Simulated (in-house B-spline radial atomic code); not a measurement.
# Cs³²⁺: excited configurations in jj coupling

Wanted: excitation energies of Cs³²⁺ as differences of total energies (ΔSCF).

Program: in-house B-spline radial atomic code version 1. Level of theory: Dirac-Hartree-Fock, average of configuration, Fermi nucleus, basis-set limit. These are calculated values, not measurements, unless marked.

**1. What is computed**

| Item | Value |
| --- | --- |
| element | caesium (Z = 55) |
| charge | +32 |
| electrons | 23 |
| configuration | 1s2 2s2 2p6 3s2 3p6 3d-4 3d+1 |
| Hamiltonian | Dirac-Coulomb |
| nucleus | Fermi, rms radius 4.804 fm |

In configurations, a minus sign after the shell means j = l − 1/2 and a plus sign j = l + 1/2; the count of electrons follows.

Settings of the run:

```ini
Z = 55
electrons = 23.0
configuration = 1s2 2s2 2p6 3s2 3p6 3d-4 3d+1
hamiltonian = dirac
method = hf
spin_polarised = False
nucleus = fermi
rms_radius = 4.8041
mass_number = 133
atomic_mass = 132.905451958
speed_of_light = 137.035999084
```

From the earlier run of the reference: total energy -7100.923952 hartree. Levels, eight at most:

| orbital | occupation | energy (eV) | <r> (bohr) |
| --- | --- | --- | --- |
| 2s1/2 | 2 | -7194.10 | 0.1109 |
| 2p1/2 | 2 | -6854.19 | 0.09361 |
| 2p3/2 | 4 | -6484.70 | 0.09913 |
| 3s1/2 | 2 | -2481.80 | 0.2831 |
| 3p1/2 | 2 | -2349.90 | 0.2712 |
| 3p3/2 | 4 | -2253.14 | 0.2815 |
| 3d3/2 | 4 | -2049.02 | 0.2479 |
| 3d5/2 | 1 | -2027.94 | 0.2511 |

**2. 1s2 2s2 2p6 3s2 3p-1 3p+4 3d-2 3d+3 4d+1**

Settings of the run:

```ini
Z = 55
electrons = 23.0
configuration = 1s2 2s2 2p6 3s2 3p-1 3p+4 3d-2 3d+3 4d+1
hamiltonian = dirac
method = hf
spin_polarised = False
nucleus = fermi
rms_radius = 4.8041
mass_number = 133
atomic_mass = 132.905451958
speed_of_light = 137.035999084
```

**3. Configuration 1s2 2s2 2p6 3s2 3p6 3d-1 3d+3 5p-1**

The settings differ from step 2 so:

```diff
@@ -2,3 +2,3 @@
 electrons = 23.0
-configuration = 1s2 2s2 2p6 3s2 3p-1 3p+4 3d-2 3d+3 4d+1
+configuration = 1s2 2s2 2p6 3s2 3p6 3d-1 3d+3 5p-1
 hamiltonian = dirac
```

**4. Run with 1s2 2s2 2p6 3s2 3p-2 3p+3 3d-1 3d+4 6d-1**

The settings differ from step 3 so:

```diff
@@ -2,3 +2,3 @@
 electrons = 23.0
-configuration = 1s2 2s2 2p6 3s2 3p6 3d-1 3d+3 5p-1
+configuration = 1s2 2s2 2p6 3s2 3p-2 3p+3 3d-1 3d+4 6d-1
 hamiltonian = dirac
```

**5. 1s2 2s2 2p6 3s2 3p-1 3p+4 3d+5 5d-1**

The settings differ from step 4 so:

```diff
@@ -2,3 +2,3 @@
 electrons = 23.0
-configuration = 1s2 2s2 2p6 3s2 3p-2 3p+3 3d-1 3d+4 6d-1
+configuration = 1s2 2s2 2p6 3s2 3p-1 3p+4 3d+5 5d-1
 hamiltonian = dirac
```

**6. 1s2 2s2 2p6 3s2 3p-2 3p+3 3d-1 3d+4 4s1**

The settings differ from step 5 so:

```diff
@@ -2,3 +2,3 @@
 electrons = 23.0
-configuration = 1s2 2s2 2p6 3s2 3p-1 3p+4 3d+5 5d-1
+configuration = 1s2 2s2 2p6 3s2 3p-2 3p+3 3d-1 3d+4 4s1
 hamiltonian = dirac
```

**7. 1s2 2s2 2p6 3s2 3p6 3d+5**

The settings differ from step 6 so:

```diff
@@ -2,3 +2,3 @@
 electrons = 23.0
-configuration = 1s2 2s2 2p6 3s2 3p-2 3p+3 3d-1 3d+4 4s1
+configuration = 1s2 2s2 2p6 3s2 3p6 3d+5
 hamiltonian = dirac
```

**8. Configuration 1s2 2s2 2p6 3s2 3p6 3d-2 3d+3**

The settings differ from step 7 so:

```diff
@@ -2,3 +2,3 @@
 electrons = 23.0
-configuration = 1s2 2s2 2p6 3s2 3p6 3d+5
+configuration = 1s2 2s2 2p6 3s2 3p6 3d-2 3d+3
 hamiltonian = dirac
```

**9. Run with 1s2 2s2 2p6 3s2 3p6 3d-1 3d+4**

The settings differ from step 8 so:

```diff
@@ -2,3 +2,3 @@
 electrons = 23.0
-configuration = 1s2 2s2 2p6 3s2 3p6 3d-2 3d+3
+configuration = 1s2 2s2 2p6 3s2 3p6 3d-1 3d+4
 hamiltonian = dirac
```

**Question.** How far above the reference does each configuration lie (order and size, in eV)?

**Answer**, as computed:

| net move | configuration | energy above the reference (eV) | with Breit, QED, recoil (eV) | largest <r> (bohr) |
| --- | --- | --- | --- | --- |
| 2×3d3/2 → 2×3d5/2 | 1s2 2s2 2p6 3s2 3p6 3d-2 3d+3 | 37.778 | 36.468 | 0.283 |
| 3×3d3/2 → 3×3d5/2 | 1s2 2s2 2p6 3s2 3p6 3d-1 3d+4 | 53.974 | 52.292 | 0.283 |
| 4×3d3/2 → 4×3d5/2 | 1s2 2s2 2p6 3s2 3p6 3d+5 | 68.374 | 66.508 | 0.283 |
| 3×3d3/2, 3p3/2 → 3×3d5/2, 4s | 1s2 2s2 2p6 3s2 3p-2 3p+3 3d-1 3d+4 4s1 | 1096.71 | 1094.11 | 0.558 |
| 2×3d3/2, 3p1/2 → 2×3d5/2, 4d5/2 | 1s2 2s2 2p6 3s2 3p-1 3p+4 3d-2 3d+3 4d+1 | 1326.24 | 1322.26 | 0.557 |
| 3×3d3/2 → 2×3d5/2, 5p1/2 | 1s2 2s2 2p6 3s2 3p6 3d-1 3d+3 5p-1 | 1376.18 | 1374.22 | 0.928 |
| 4×3d3/2, 3p1/2 → 4×3d5/2, 5d3/2 | 1s2 2s2 2p6 3s2 3p-1 3p+4 3d+5 5d-1 | 1740.49 | 1735.95 | 0.942 |
| 3×3d3/2, 3p3/2 → 3×3d5/2, 6d3/2 | 1s2 2s2 2p6 3s2 3p-2 3p+3 3d-1 3d+4 6d-1 | 1868.65 | 1865.08 | 1.42 |

At the bottom stands 2×3d3/2 → 2×3d5/2 (37.778 eV), at the top 3×3d3/2, 3p3/2 → 3×3d5/2, 6d3/2 (1868.65 eV). Two partly filled shells share a symmetry and can mix in the average, which may lower the energy, for: 2×3d3/2, 3p1/2 → 2×3d5/2, 4d5/2; 3×3d3/2, 3p3/2 → 3×3d5/2, 6d3/2. These are averages over configurations, without correlation, not spectroscopic levels.
